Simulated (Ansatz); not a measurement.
**CH4AlGaO: two geometries relaxed**

Aim: relax the geometries before and after the inversion of the pyramid at C3, and see whether they are two minima and how far apart in energy. SMILES of the start: [OH][Al]1[CH2][GaH]1.

Method: RKS PBE0/def2-SVP, in Ansatz 0.2.0.

## Step 1: The structure to begin with

Bond lengths: O1–Al2 1.649 Å, Al2–C3 1.947 Å, Al2–Ga4 2.613 Å, O1–H5 0.950 Å, C3–H6 1.101 Å, C3–H7 1.113 Å, Ga4–H8 1.818 Å. Angles: O1–Al2–C3 157.8°, O1–Al2–Ga4 140.0°, C3–Al2–Ga4 62.3°, Al2–O1–H5 179.2°, Al2–C3–H6 124.1°, Al2–C3–H7 101.3°, H6–C3–H7 104.5°, Al2–Ga4–H8 166.3°.

Coordinates:

```xyz
8

O    -1.3644    1.5996   -1.4421
Al   -0.4173    0.5962   -0.5389
C     1.1613   -0.0040    0.4298
Ga   -0.5190   -1.7422    0.6234
H    -1.9130    2.1849   -1.9514
H     2.1954    0.2346    0.1350
H     1.0248    0.5084    1.4086
H    -0.1677   -3.3775    1.3356
```

## Step 2: Relaxing end A

Contents of input.yaml:

```yaml
crystal:
  periodic: [false, false, false]
  atoms:
    - { symbol: O, position_ang: [-1.36436, 1.59956, -1.44208] }
    - { symbol: Al, position_ang: [-0.41735, 0.59624, -0.53894] }
    - { symbol: C, position_ang: [1.16126, -0.00396, 0.42979] }
    - { symbol: Ga, position_ang: [-0.51901, -1.74218, 0.62337] }
    - { symbol: H, position_ang: [-1.91297, 2.18486, -1.95136] }
    - { symbol: H, position_ang: [2.19538, 0.23455, 0.13497] }
    - { symbol: H, position_ang: [1.02475, 0.50843, 1.40864] }
    - { symbol: H, position_ang: [-0.16771, -3.37751, 1.33561] }
basis:
  gaussian: { orbitals: def2-SVP }
hamiltonian:
  xc: pbe0
relax:
  f_tol: 0.015
  max_steps: 40
output:
  orbitals: {}
```

Command:

```bash
> ansatz run input.yaml --threads 2 --pin off --max-ram 3072MiB --backend cpu --events-out ev --progress --plain --runs-dir out
```

The program printed, shortened:

```text
Warning: RAYON_NUM_THREADS=2 ignored (pool sized by the plan → 2); use --threads N
[...]
Functional definition: PBE0
[...]
1028 factors; integrals over basis functions are off by at most 3.4e-4 eV
[...]
mean field -62098.39966039 eV, -2282.0740957124 hartree, gradient 5.3e-5 eV, S^2 0.000000; 0 other end points of the search recorded, 0 dependent functions left out
[...]
reference -62098.39969253 eV, -2282.0740968933 hartree; 31, 31 occupied and 67, 67 virtual orbitals, 1028 factors
relax step   1: F+E_penalty+E_count = -62098.39966039 eV  Δ(F+E_penalty+E_count) = +0.000e0 eV  max|allowed force component| = 1.607e0 eV/Å  Δτ_max = 0.0000 Å  (28 SCF iters, accepted)
[...]
relax step   4: F+E_penalty+E_count = -62099.13845032 eV  Δ(F+E_penalty+E_count) = -5.824e-2 eV  max|allowed force component| = 4.336e-1 eV/Å  Δτ_max = 0.0861 Å  (31 SCF iters, accepted)
[...]
relax step   7: F+E_penalty+E_count = -62099.16961681 eV  Δ(F+E_penalty+E_count) = -2.433e-3 eV  max|allowed force component| = 7.398e-2 eV/Å  Δτ_max = 0.0297 Å  (32 SCF iters, accepted)
[...]
relax step  10: F+E_penalty+E_count = -62099.17190244 eV  Δ(F+E_penalty+E_count) = -4.310e-4 eV  max|allowed force component| = 4.242e-2 eV/Å  Δτ_max = 0.0149 Å  (32 SCF iters, accepted)
[...]
relax step  13: F+E_penalty+E_count = -62099.17499957 eV  Δ(F+E_penalty+E_count) = -1.179e-3 eV  max|allowed force component| = 1.970e-1 eV/Å  Δτ_max = 0.0198 Å  (31 SCF iters, accepted)
[...]
relax step  14: F+E_penalty+E_count = -62099.16719278 eV  Δ(F+E_penalty+E_count) = +7.807e-3 eV  max|allowed force component| = 9.418e-1 eV/Å  Δτ_max = 0.1330 Å  (31 SCF iters, rejected (line search))
```

## Step 3: The log goes on: end point A relaxed

The log, continued, shortened:

```text
[...]
1028 factors; integrals over basis functions are off by at most 3.2e-4 eV
mean field -62099.18607422 eV, -2282.1029958875 hartree, gradient 2.7e-5 eV, S^2 0.000000; 0 other end points of the search recorded, 0 dependent functions left out
[...]
reference -62099.18610579 eV, -2282.1029970475 hartree; 31, 31 occupied and 67, 67 virtual orbitals, 1028 factors
relax step  15: F+E_penalty+E_count = -62099.18607422 eV  Δ(F+E_penalty+E_count) = -1.107e-2 eV  max|allowed force component| = 3.295e-1 eV/Å  Δτ_max = 0.0665 Å  (30 SCF iters, accepted)
[...]
relax step  17: F+E_penalty+E_count = -62099.21068646 eV  Δ(F+E_penalty+E_count) = -2.289e-2 eV  max|allowed force component| = 3.951e-1 eV/Å  Δτ_max = 0.1500 Å  (32 SCF iters, accepted)
[...]
reference -62099.24728615 eV, -2282.1052453846 hartree; 31, 31 occupied and 67, 67 virtual orbitals, 1028 factors
Total energy: -62099.24728615 eV, -2282.1052453846 hartree
Atom 0 at    -1.103809     1.760193    -1.524710 Å, force    -0.001195    -0.000025    -0.001189 eV/Å
Atom 1 at    -0.565880     0.548536    -0.459873 Å, force    -0.005142     0.010265     0.002028 eV/Å
Atom 2 at     1.066684    -0.057117     0.372274 Å, force     0.003901    -0.002252     0.002187 eV/Å
Atom 3 at    -0.285012    -1.546694     0.704206 Å, force     0.000430     0.001035    -0.000273 eV/Å
Atom 4 at    -2.011531     1.925655    -1.786971 Å, force    -0.000558    -0.000664    -0.004070 eV/Å
Atom 5 at     2.155534    -0.076069     0.215973 Å, force     0.000847     0.000532    -0.000583 eV/Å
Atom 6 at     0.848011     0.493447     1.330114 Å, force     0.000766    -0.004617    -0.000077 eV/Å
Atom 7 at    -0.104006    -3.047961     1.148987 Å, force     0.000950    -0.004274     0.001977 eV/Å
Dipole moment:    -0.226042     0.043890    -0.008960 e Å
```

Run time: 75 s. Hardware: 2 threads of Arm Neoverse V1, shared host; peak memory 0.21 GiB.

Relaxation path:

| step | energy from step 1 (eV) | largest force component (eV/Å) |
| --- | --- | --- |
| 1 | 0.0000 | 1.6073 |
| 2 | -0.4711 | 0.9034 |
| 3 | -0.6805 | 0.6005 |
| 4 | -0.7388 | 0.4336 |
| 5 | -0.7588 | 0.1671 |
| 6 | -0.7675 | 0.0810 |
| 7 | -0.7700 | 0.0740 |
| 8 | -0.7711 | 0.0567 |
| 9 | -0.7718 | 0.0496 |
| 10 | -0.7722 | 0.0424 |
| 11 | -0.7731 | 0.0707 |
| 12 | -0.7742 | 0.1596 |
| 13 | -0.7753 | 0.1970 |
| 14x | -0.7675 | 0.9418 |
| 15 | -0.7864 | 0.3295 |
| 16 | -0.7881 | 1.0883 |
| 17 | -0.8110 | 0.3951 |
| 18x | -0.7580 | 0.5938 |
| 19 | -0.8408 | 0.3590 |
| 20x | -0.8384 | 0.1963 |
| 21 | -0.8469 | 0.1562 |
| 22 | -0.8474 | 0.0246 |
| 23 | -0.8475 | 0.0232 |
| 24 | -0.8476 | 0.0103 |

Step 1 is the start. 3 steps were tried and not accepted (marked x).

After: Bond lengths: O1–Al2 1.700 Å, Al2–C3 1.930 Å, Al2–Ga4 2.413 Å, C3–Ga4 2.039 Å, O1–H5 0.959 Å, C3–H6 1.100 Å, C3–H7 1.126 Å, Ga4–H8 1.576 Å. Angles: O1–Al2–C3 139.6°, O1–Al2–Ga4 163.2°, C3–Al2–Ga4 54.6°, Al2–O1–H5 126.4°, Al2–C3–Ga4 74.8°, Al2–C3–H6 141.4°, Al2–C3–H7 92.8°, Ga4–C3–H6 131.8°, Ga4–C3–H7 95.2°, H6–C3–H7 108.7°, Al2–Ga4–C3 50.5°, Al2–Ga4–H8 167.5°, C3–Ga4–H8 131.7°.

Pairs that crossed the distance rule for bonds on the way: came closer C3–Ga4.

## Step 4: End point B

The second end starts from a geometry with the move made by hand.

input.yaml, as its differences from that of step 2:

```diff
@@ -8,4 +8,4 @@
     - { symbol: H, position_ang: [-1.91297, 2.18486, -1.95136] }
-    - { symbol: H, position_ang: [2.19538, 0.23455, 0.13497] }
-    - { symbol: H, position_ang: [1.02475, 0.50843, 1.40864] }
+    - { symbol: H, position_ang: [2.04564, -0.4544, -0.04788] }
+    - { symbol: H, position_ang: [0.73598, -0.82025, 1.056] }
     - { symbol: H, position_ang: [-0.16771, -3.37751, 1.33561] }
@@ -18,3 +18 @@
   max_steps: 40
-output:
-  orbitals: {}
```

Command:

```bash
> ansatz run input.yaml --threads 2 --pin off --max-ram 3072MiB --backend cpu --events-out ev --progress --plain --runs-dir out
```

The program printed, shortened:

```text
Warning: RAYON_NUM_THREADS=2 ignored (pool sized by the plan → 2); use --threads N
[...]
[... 1 set-up line as earlier in the session ...]
[...]
1032 factors; integrals over basis functions are off by at most 2.4e-4 eV
[...]
mean field -62097.06483038 eV, -2282.0250416141 hartree, gradient 3.8e-5 eV, S^2 0.000000; 0 other end points of the search recorded, 0 dependent functions left out
[...]
reference -62097.06486099 eV, -2282.0250427389 hartree; 31, 31 occupied and 67, 67 virtual orbitals, 1032 factors
relax step   1: F+E_penalty+E_count = -62097.06483038 eV  Δ(F+E_penalty+E_count) = +0.000e0 eV  max|allowed force component| = 2.105e0 eV/Å  Δτ_max = 0.0000 Å  (30 SCF iters, accepted)
[...]
relax step   4: F+E_penalty+E_count = -62098.81540960 eV  Δ(F+E_penalty+E_count) = -2.570e-1 eV  max|allowed force component| = 1.745e0 eV/Å  Δτ_max = 0.1844 Å  (31 SCF iters, accepted)
[...]
relax step  10: F+E_penalty+E_count = -62099.16898733 eV  Δ(F+E_penalty+E_count) = -4.506e-3 eV  max|allowed force component| = 6.800e-2 eV/Å  Δτ_max = 0.0526 Å  (32 SCF iters, accepted)
[...]
relax step  13: F+E_penalty+E_count = -62099.18493092 eV  Δ(F+E_penalty+E_count) = -1.006e-2 eV  max|allowed force component| = 3.428e-1 eV/Å  Δτ_max = 0.0374 Å  (32 SCF iters, accepted)
[...]
relax step  14: F+E_penalty+E_count = -62099.20676923 eV  Δ(F+E_penalty+E_count) = -2.184e-2 eV  max|allowed force component| = 1.463e-1 eV/Å  Δτ_max = 0.0851 Å  (31 SCF iters, accepted)
[...]
relax step  15: F+E_penalty+E_count = -62099.22685755 eV  Δ(F+E_penalty+E_count) = -2.009e-2 eV  max|allowed force component| = 4.941e-1 eV/Å  Δτ_max = 0.1268 Å  (31 SCF iters, accepted)
[...]
1032 factors; integrals over basis functions are off by at most 9.1e-4 eV
mean field -62099.08991314 eV, -2282.0994620329 hartree, gradient 8.7e-6 eV, S^2 0.000000; 0 other end points of the search recorded, 0 dependent functions left out
[...]
reference -62099.08994533 eV, -2282.0994632159 hartree; 31, 31 occupied and 67, 67 virtual orbitals, 1032 factors
```

## Step 5: The log goes on: end point B relaxed

The log, continued, shortened:

```text
relax step  16: F+E_penalty+E_count = -62099.08991314 eV  Δ(F+E_penalty+E_count) = +1.369e-1 eV  max|allowed force component| = 3.072e0 eV/Å  Δτ_max = 0.1966 Å  (32 SCF iters, rejected (line search))
[...]
relax step  18: F+E_penalty+E_count = -62099.24242497 eV  Δ(F+E_penalty+E_count) = -9.897e-3 eV  max|allowed force component| = 8.836e-2 eV/Å  Δτ_max = 0.0559 Å  (32 SCF iters, accepted)
[...]
relax step  20: F+E_penalty+E_count = -62099.24437723 eV  Δ(F+E_penalty+E_count) = -1.952e-3 eV  max|allowed force component| = 8.988e-2 eV/Å  Δτ_max = 0.0639 Å  (30 SCF iters, accepted)
[...]
relax step  22: F+E_penalty+E_count = -62099.24619284 eV  Δ(F+E_penalty+E_count) = -1.725e-3 eV  max|allowed force component| = 1.886e-1 eV/Å  Δτ_max = 0.0340 Å  (28 SCF iters, accepted)
[...]
reference -62099.24724855 eV, -2282.1052440027 hartree; 31, 31 occupied and 67, 67 virtual orbitals, 1032 factors
Total energy: -62099.24724855 eV, -2282.1052440027 hartree
Atom 0 at    -1.058193     1.667953    -1.462347 Å, force    -0.012225    -0.004196     0.001610 eV/Å
Atom 1 at    -0.589114     0.365787    -0.474047 Å, force    -0.006728     0.010481    -0.000477 eV/Å
Atom 2 at     1.017971    -0.430021     0.239634 Å, force     0.004511     0.001774    -0.003509 eV/Å
Atom 3 at    -0.454025    -1.792169     0.601351 Å, force     0.000627     0.005606    -0.005066 eV/Å
Atom 4 at    -1.956342     1.936593    -1.666723 Å, force     0.013934    -0.007721     0.001530 eV/Å
Atom 5 at     2.089334    -0.548232     0.019303 Å, force     0.001669    -0.000845    -0.000102 eV/Å
Atom 6 at     0.907724     0.103233     1.225328 Å, force     0.001140    -0.002218     0.004708 eV/Å
Atom 7 at    -0.395875    -3.320782     0.982011 Å, force    -0.002927    -0.002881     0.001306 eV/Å
Dipole moment:    -0.220971     0.068343     0.004699 e Å
```

Run time: 81 s. Hardware: 2 threads of Arm Neoverse V1, shared host; peak memory 0.21 GiB.

Relaxation path:

| step | energy from step 1 (eV) | largest force component (eV/Å) |
| --- | --- | --- |
| 1 | 0.0000 | 2.1051 |
| 2 | -0.9415 | 1.2957 |
| 3 | -1.4936 | 1.9640 |
| 4 | -1.7506 | 1.7453 |
| 5 | -1.9269 | 1.2285 |
| 6 | -2.0452 | 0.8064 |
| 7 | -2.0863 | 0.4137 |
| 8 | -2.0997 | 0.1553 |
| 9x | -2.0962 | 0.3583 |
| 10 | -2.1042 | 0.0680 |
| 11 | -2.1094 | 0.1214 |
| 12 | -2.1100 | 0.6630 |
| 13 | -2.1201 | 0.3428 |
| 14 | -2.1419 | 0.1463 |
| 15 | -2.1620 | 0.4941 |
| 16x | -2.0251 | 3.0718 |
| 17 | -2.1677 | 0.2954 |
| 18 | -2.1776 | 0.0884 |
| 19x | -2.1708 | 0.2527 |
| 20 | -2.1795 | 0.0899 |
| 21 | -2.1796 | 0.0747 |
| 22 | -2.1814 | 0.1886 |
| 23 | -2.1815 | 0.1996 |
| 24 | -2.1817 | 0.2025 |
| 25x | -2.1812 | 0.1523 |
| 26 | -2.1824 | 0.0139 |

Step 1 is the start. 4 steps were tried and not accepted (marked x).

After: Bond lengths: O1–Al2 1.701 Å, Al2–C3 1.930 Å, Al2–Ga4 2.415 Å, C3–Ga4 2.038 Å, O1–H5 0.959 Å, C3–H6 1.100 Å, C3–H7 1.126 Å, Ga4–H8 1.576 Å. Angles: O1–Al2–C3 139.5°, O1–Al2–Ga4 163.4°, C3–Al2–Ga4 54.6°, Al2–O1–H5 126.6°, Al2–C3–Ga4 74.9°, Al2–C3–H6 141.4°, Al2–C3–H7 92.7°, Ga4–C3–H6 131.8°, Ga4–C3–H7 95.2°, H6–C3–H7 108.8°, Al2–Ga4–C3 50.5°, Al2–Ga4–H8 167.5°, C3–Ga4–H8 131.6°.

Pairs that crossed the distance rule for bonds on the way: came closer C3–Ga4; moved apart Ga4–H7.

## Step 6: Summary of results

| quantity | value |
| --- | --- |
| end A | 20 moves, 0.848 eV lower |
| end B | 21 moves, 2.182 eV lower |
| largest difference between the ends | 0.01 Å |
| end B relative to end A | +0.000 eV |

**Reading.** Both starts fell into the same minimum (no atom differs by more than 0.01 Å), so from this start no second minimum was found and no band was run; another arrangement could still be one.
